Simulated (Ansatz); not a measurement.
# GeH (quartet): from Hartree-Fock to the top rungs, cc-pVQZ

An exercise on one series of results from a longer session: the logs are not shown, and one member is left open.

Program: Ansatz 0.2.0, Gaussian basis. Level of theory: cc-pVQZ, core rule «outside noble gas», up to 14 orbitals frozen. These are calculated values, not measurements.

Plan: UHF; CCSD(T) on ROHF; CCSD(T) on UHF; BCCD(T) on ROHF; CCSDT(Q) on ROHF; CCSDT(Q) on UHF; CASSCF and MRCISD+Q, 5 electrons in 5 orbitals; CASSCF and MRCISD+Q(relaxed), 5 electrons in 5 orbitals; CASSCF and NEVPT2, 5 electrons in 5 orbitals.

8 further runs of the same task are left out: 3 that didn't finish, 5 set aside as unsound or not needed.

## What is computed

The geometry is a PBE0/def2-TZVP stationary point (not a proven minimum). No spin-orbit coupling is included. The filled d shell of Ge may be among the frozen orbitals whatever the setting's name suggests; the logs give the count.

2 atoms, charge 0, spin multiplicity 4.

Atoms are counted from 1 here; the program's logs count them from 0.

Bond lengths: Ge1–H2 1.572 Å.

The first run:

The input, in.yaml:

```yaml
crystal:
  periodic: [false, false, false]
  atoms:
    - {symbol: Ge, position_ang: [0.000000, 0.000000, 0.000000]}
    - {symbol: H, position_ang: [0.000000, 0.000000, 1.571873]}
basis:
  gaussian: {orbitals: cc-pVQZ}
magnetization: {spin_polarized: true, initial_magnetization: 3}
hamiltonian: {xc: hf}
output: {orbitals: {seedname: orbitals}}
```

On the command line:

```sh
> ansatz run in.yaml --threads 1 --pin off --events-out ev --progress --plain --max-ram 4096MiB --backend cpu
```

Among the steps run: UHF; CCSD(T) on ROHF; CCSD(T) on UHF; BCCD(T) on ROHF; CCSDT(Q) on ROHF; CCSDT(Q) on UHF; CASSCF and MRCISD+Q, 5 electrons in 5 orbitals; CASSCF and MRCISD+Q(relaxed), 5 electrons in 5 orbitals; CASSCF and NEVPT2, 5 electrons in 5 orbitals.

One of the session's tables, all rows but one given; the rest of the session is left out.

| method | from RCCSDT(Q) (kJ/mol) |
| --- | --- |
| ROHF | +220.4 |
| UHF | +213.0 |
| RMP2 | +50.6 |
| UMP2 | +47.6 |
| RCCSD | +9.5 |
| UCCSD | +6.9 |
| RCCSD(T) | ? |
| UCCSD(T) | -0.5 |
| BCCD(T) | +1.8 |
| RCCSDT | +0.2 |
| UCCSDT | -2.2 |
| RCCSDT(Q) | 0 |
| UCCSDT(Q) | -2.4 |
| CASSCF valence | +170.2 |
| NEVPT2 valence | +45.4 |
| MRCISD valence | +10.6 |
| MRCISD+Q valence | +3.9 |
| MRCISD+Q(relaxed) valence | +0.1 |

**Question.** Estimate the row for RCCSD(T).

**Answer.** from RCCSDT(Q) (kJ/mol): +1.9. In the column «from RCCSDT(Q) (kJ/mol)» it lies between BCCD(T) (+1.8) and MRCISD+Q valence (+3.9).

Some runs used a GPU and others CPU threads alone; cost is compared among the GPU runs only.

Among the levels timed on like hardware and quicker than the yardstick, those that no quicker one beats, quickest first: MRCISD+Q(relaxed) valence (6.5 s, +0.1 kJ/mol).

Caveats from the session: Restricted and unrestricted rows rest on different reference determinants; where their highest levels disagree by more than a few hundredths of an eV, they describe different states and don't form one ladder.
